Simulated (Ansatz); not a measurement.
Write a Python script for Ansatz 0.2.0, Python API that makes a phonon calculation by linear response of BaTiO3, space group Pm-3m. Level of theory: PBE, PAW, cutoff 420 eV, 4×4×4 k-points, fixed occupations, D3BJ dispersion.

```
CELL_PARAMETERS angstrom
4.00600 0.00000 0.00000
0.00000 4.00600 0.00000
0.00000 0.00000 4.00600
ATOMIC_POSITIONS crystal
Ba 0.50000 0.50000 0.50000
Ti 0.00000 0.00000 0.00000
O 0.50000 0.00000 0.00000
O 0.00000 0.50000 0.00000
O 0.00000 0.00000 0.50000
```

`dfpt_batio3.py`
```python
"""Zone-centre and zone-boundary phonons of BaTiO3 by linear response."""

from pathlib import Path

import ansatz as az
import numpy as np

DISPERSION = "D3(BJ)"
CUTOFF = 420
SMEARING = "fixed"
KGRID = (4, 4, 4)

lattice = az.Lattice.of(
    (4.006, 0.0, 0.0),
    (0.0, 4.006, 0.0),
    (0.0, 0.0, 4.006),
)
sites = [
    ("Ba", (0.5, 0.5, 0.5)),
    ("Ti", (0.0, 0.0, 0.0)),
    ("O", (0.5, 0.0, 0.0)),
    ("O", (0.0, 0.5, 0.0)),
    ("O", (0.0, 0.0, 0.5)),
]
crystal = az.Crystal(lattice=lattice)
for symbol, position in sites:
    crystal = crystal.atom(symbol, position)

calculation = (
    crystal.calculation()
    .functional(az.Functional.PBE, dispersion=DISPERSION)
    .pseudopotentials("paw")
    .basis(CUTOFF)
    .occupations(SMEARING)
    .kpoints(*KGRID)
    .phonons("dfpt", points=[(0, 0, 0), (0.5, 0.5, 0), (0.5, 0.5, 0.5)])
)
outcome = calculation.run(runs_dir="runs")
ph = outcome.phonons

for q in ph.qpoints:
    thz = np.asarray(q.omega_inv_cm) / 33.35641
    print("q = ({:.2f}, {:.2f}, {:.2f})".format(*q.q_frac), np.round(thz, 2) + 0.0, "THz")
```

```console
$ python dfpt_batio3.py
q = (0.00, 0.00, 0.00) [-7.84 -7.84 -7.84  0.    0.    0.    5.03  5.03  5.03  8.06  8.06  8.06
 13.7  13.7  13.7 ] THz
q = (0.50, 0.50, 0.00) [-5.48  3.11  3.11  3.12  5.92  8.15  8.15 10.09 10.27 10.27 10.8  12.83
 12.83 13.81 20.81] THz
q = (0.50, 0.50, 0.50) [ 3.86  3.86  3.86  5.22  5.22  5.22  9.59  9.59 11.57 11.57 11.57 12.54
 12.54 12.54 21.86] THz
```

Caveats:
- The run is spin-unpolarised.
- The cell isn't relaxed first, so the values belong to this volume.
- A negative frequency stands for an imaginary mode.
- This is a high-temperature or high-pressure form, not the ambient phase.
- No non-analytic term is added, so at the zone centre the longitudinal optical modes of a polar crystal aren't split off.
- The structure is a deposited one; some such entries were measured under pressure or heat, so a shift against it needn't be the functional's error alone.
- The structure is taken as given; imaginary modes can come from an unrelaxed or unstable start.
- Hardware and time: 37 s on 1 thread of Intel(R) Xeon(R) 6975P-C (Granite Rapids), on a shared host, peak memory 0.95 GiB.
